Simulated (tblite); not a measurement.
# B2FGeH6O3Si: the cost of one run

Programs: tblite 0.8.0 and PySCF 2.14.0. All values are calculated, for the isolated system unless a continuum is named. Atoms count from 0, parts from 1.

## (1) Starting point

14 atoms, charge 0, multiplicity 2; geometry: distance geometry start.

## (2) Relaxing the cluster with GFN2-xTB

What the job is given:

```
{"job": {"kind": "relax", "xc": "GFN2-xTB", "basis": "xTB"}, "charge": 0, "multiplicity": 2}
Ge     0.309136     0.171629    -1.210242
F      0.274074     1.891941    -1.554632
O      0.781279     0.044089     0.502276
B      2.214028    -0.092742     0.701250
O      2.913218    -1.312936     0.251213
O      2.950321     1.090057     1.187450
B     -1.638069    -0.412864    -1.199042
Si    -2.638541    -0.079394     0.436521
H      2.430762    -1.631929    -0.572609
H      2.759223     1.776379     0.509551
H     -1.847573    -1.450950    -1.715155
H     -3.620091     0.968167     0.190433
H     -1.689700     0.397646     1.452837
H     -3.227781    -1.295456     0.998224
```

Method: GFN2-xTB geometry optimisation, gas phase.

The run is started by

```sh
> OMP_NUM_THREADS=1 python cluster_run.py task.json out
```

This one command runs all jobs of the session in turn.

Q: Estimate the wall time of this first job on 1 thread of Arm Neoverse V1, shared host.

About 7.2 s.
